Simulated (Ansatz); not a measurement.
# C₆H₉Al: small, medium and large basis sets

An exercise on one series of results from a longer session: the logs are not shown, and one member is left open.

Computed with Ansatz 0.2.0, Gaussian basis. Level: one geometry, several basis sets.

Levels to be run: PBE0-D4/def2-SVP; ωB97M-V/def2-SVP; PBE0-D4/def2-QZVPP; ωB97M-V/def2-QZVPP; the functionals' def2-TZVPP values are taken from earlier runs.

## Structure used throughout

All runs share one geometry, relaxed beforehand with PBE0-D4 in a triple-zeta def2 set.

SMILES `C=[CH][Al]([CH]=C)[CH]=C`, 16 atoms, charge 0, spin multiplicity 1.

Atoms are counted from 1 here; the program's logs count them from 0.

Bond lengths: C1–C2 1.336 Å, C1–H8 1.088 Å, C1–H9 1.089 Å, C2–Al3 1.944 Å, C2–H10 1.091 Å, Al3–C4 1.944 Å, Al3–C6 1.944 Å, C4–C5 1.336 Å, C4–H11 1.091 Å, C5–H12 1.089 Å, C5–H13 1.088 Å, C6–C7 1.336 Å, C6–H14 1.091 Å, C7–H15 1.088 Å, C7–H16 1.089 Å. Angles: C2–C1–H8 122.0°, C2–C1–H9 123.0°, H8–C1–H9 115.0°, C1–C2–Al3 120.8°, C1–C2–H10 116.0°, Al3–C2–H10 123.3°, C2–Al3–C4 120.0°, C2–Al3–C6 120.0°, C4–Al3–C6 120.0°, Al3–C4–C5 120.8°, Al3–C4–H11 123.3°, C5–C4–H11 116.0°, C4–C5–H12 123.0°, C4–C5–H13 122.0°, H12–C5–H13 115.0°, Al3–C6–C7 120.8°, Al3–C6–H14 123.3°, C7–C6–H14 116.0° and more.

The first run:

in.yaml reads:

```yaml
crystal:
  periodic: [false, false, false]
  atoms:
    - {symbol: C, position_ang: [-2.742251, 0.713875, 0.444501]}
    - {symbol: C, position_ang: [-1.538442, 1.184053, 0.105886]}
    - {symbol: Al, position_ang: [-0.001292, -0.001388, 0.002268]}
    - {symbol: C, position_ang: [-0.205649, -1.894070, 0.395808]}
    - {symbol: C, position_ang: [0.840474, -2.722540, 0.331475]}
    - {symbol: C, position_ang: [1.739868, 0.705922, -0.494636]}
    - {symbol: C, position_ang: [1.897595, 2.004338, -0.766887]}
    - {symbol: H, position_ang: [-2.906680, -0.337387, 0.672626]}
    - {symbol: H, position_ang: [-3.627568, 1.344168, 0.513640]}
    - {symbol: H, position_ang: [-1.484694, 2.253341, -0.102416]}
    - {symbol: H, position_ang: [-1.156791, -2.347020, 0.678352]}
    - {symbol: H, position_ang: [0.767633, -3.787957, 0.544596]}
    - {symbol: H, position_ang: [1.834991, -2.374470, 0.059413]}
    - {symbol: H, position_ang: [2.636716, 0.089789, -0.570128]}
    - {symbol: H, position_ang: [1.068071, 2.707242, -0.721597]}
    - {symbol: H, position_ang: [2.855222, 2.439505, -1.048699]}
basis:
  gaussian: {orbitals: def2-SVP}
hamiltonian: {xc: pbe0, dispersion: d4}
output: {orbitals: {seedname: orbitals}}
```

Run with:

```
$ ansatz run in.yaml --threads 2 --pin off --events-out ev --progress --plain --max-ram 32768MiB --backend cpu
```

Steps of the session up to this table: PBE0-D4 in def2-SVP; ωB97M-V in def2-SVP; PBE0-D4 in def2-QZVPP; ωB97M-V in def2-QZVPP.

One of the session's tables, all rows but one given; the rest of the session is left out.

It belongs to the step «Functionals by basis». 

| functional | basis | HOMO (eV) | LUMO (eV) |
| --- | --- | --- | --- |
| PBE0-D4 | def2-SVP | -7.71 | -1.44 |
| PBE0-D4 | def2-TZVPP | -7.76 | -1.51 |
| PBE0-D4 | def2-QZVPP | -7.77 | -1.53 |
| ωB97M-V | def2-SVP | -9.94 | 0.42 |
| ωB97M-V | def2-TZVPP | ? | ? |
| ωB97M-V | def2-QZVPP | -10.01 | 0.26 |

Estimate the missing values for ωB97M-V, def2-TZVPP.

As computed: HOMO (eV): -9.99; LUMO (eV): 0.32. In the column «HOMO (eV)» it lies between ωB97M-V, def2-QZVPP (-10.01) and ωB97M-V, def2-SVP (-9.94).
